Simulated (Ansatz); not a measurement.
# CH₃BOS: vertical ionisation energy

The task here is to estimate one member of a computed series from the others.

Method: unrestricted cation, the program's frozen cores in correlated methods; program: Ansatz 0.2.0, Gaussian basis.

The runs, in order: UKS PBE-D4/def2-TZVPP; UKS r2SCAN-D4/def2-TZVPP; UKS PBE0-D4/def2-TZVPP; UKS B3LYP-D4/def2-TZVPP; UKS wB97X-V/def2-TZVPP; UKS wB97M-V/def2-TZVPP; UKS B2PLYP/def2-TZVPP; UHF-CCSD(T)/def2-TZVPP; UHF-MP2/def2-QZVPP; extrapolation to the limit; then −ε(HOMO) from the neutral's earlier runs with LDA (SPW92), PBE-D4, revPBE-D4, BLYP-D4, r2SCAN-D4, B97M-V, PBE0-D4, B3LYP-D4, r2SCANh-D4, r2SCAN0-D4, HSE06-D4, BHLYP-D4, CAM-B3LYP-D4, LC-ωPBE, ωB97X-V, ωB97M-V.

## The geometry

An earlier PBE0-D4 in a triple-zeta def2 set relaxation fixed the geometry.

SMILES `BSC=O`, 7 atoms, charge 0, spin multiplicity 1.

Atoms are counted from 1 here; the program's logs count them from 0.

Bond lengths: B1–S2 1.767 Å, B1–H5 1.189 Å, B1–H6 1.194 Å, S2–C3 1.805 Å, C3–O4 1.187 Å, C3–H7 1.106 Å. Angles: S2–B1–H5 117.6°, S2–B1–H6 119.6°, H5–B1–H6 122.8°, B1–S2–C3 100.5°, S2–C3–O4 123.0°, S2–C3–H7 112.2°, O4–C3–H7 124.8°.

The first run:

Contents of in.yaml:

```yaml
crystal:
  periodic: [false, false, false]
  atoms:
    - {symbol: B, position_ang: [0.354122, -0.500087, -1.226592]}
    - {symbol: S, position_ang: [0.455911, -0.995806, 0.466036]}
    - {symbol: C, position_ang: [-0.313466, 0.423884, 1.271826]}
    - {symbol: O, position_ang: [-0.452409, 0.503597, 2.447576]}
    - {symbol: H, position_ang: [0.790714, -1.243938, -2.045443]}
    - {symbol: H, position_ang: [-0.141128, 0.550047, -1.504246]}
    - {symbol: H, position_ang: [-0.632445, 1.194402, 0.545143]}
basis:
  gaussian: {orbitals: def2-TZVPP}
total_charge: 1
magnetization: {spin_polarized: true, initial_magnetization: 1}
hamiltonian: {xc: pbe, dispersion: d4}
```

Command:

```sh
$ ansatz run in.yaml --threads 2 --pin off --events-out ev --progress --plain --max-ram 4352MiB
```

Steps of the session up to this table: Cation, UKS PBE-D4/def2-TZVPP; Cation, UKS r2SCAN-D4/def2-TZVPP; Cation, UKS PBE0-D4/def2-TZVPP; Cation, UKS B3LYP-D4/def2-TZVPP; Cation, UKS wB97X-V/def2-TZVPP; Cation, UKS wB97M-V/def2-TZVPP; Cation, UKS B2PLYP (frozen core)/def2-TZVPP; Cation, UHF-CCSD(T)/def2-TZVPP; Cation, UHF-MP2/def2-QZVPP.

One of the session's tables, all rows but one given; the rest of the session is left out.

It belongs to the step «Ionisation energies side by side». For comparison, −ε(HOMO) of the neutral from earlier runs:

```
  functional  −ε(HOMO) (eV)
 LDA (SPW92)           6.90
      PBE-D4           6.74
   revPBE-D4           6.68
     BLYP-D4              ?
   r2SCAN-D4           7.02
      B97M-V           7.15
     PBE0-D4           8.18
    B3LYP-D4           7.95
  r2SCANh-D4           7.56
  r2SCAN0-D4           8.38
    HSE06-D4           7.78
    BHLYP-D4           9.54
CAM-B3LYP-D4           9.55
     LC-ωPBE          10.82
     ωB97X-V          10.51
     ωB97M-V          10.42
```

**Question.** Estimate the row for BLYP-D4.

Worked estimate for «−ε(HOMO) (eV)». Against the share of exact exchange, B3LYP-D4 (0.2, 7.95), BHLYP-D4 (0.5, 9.54) give a slope of 5.30 per unit share; at 0 the line stands at 6.89.

The run gave: −ε(HOMO) (eV): 6.63. In «−ε(HOMO) (eV)» the line misses by +0.26.
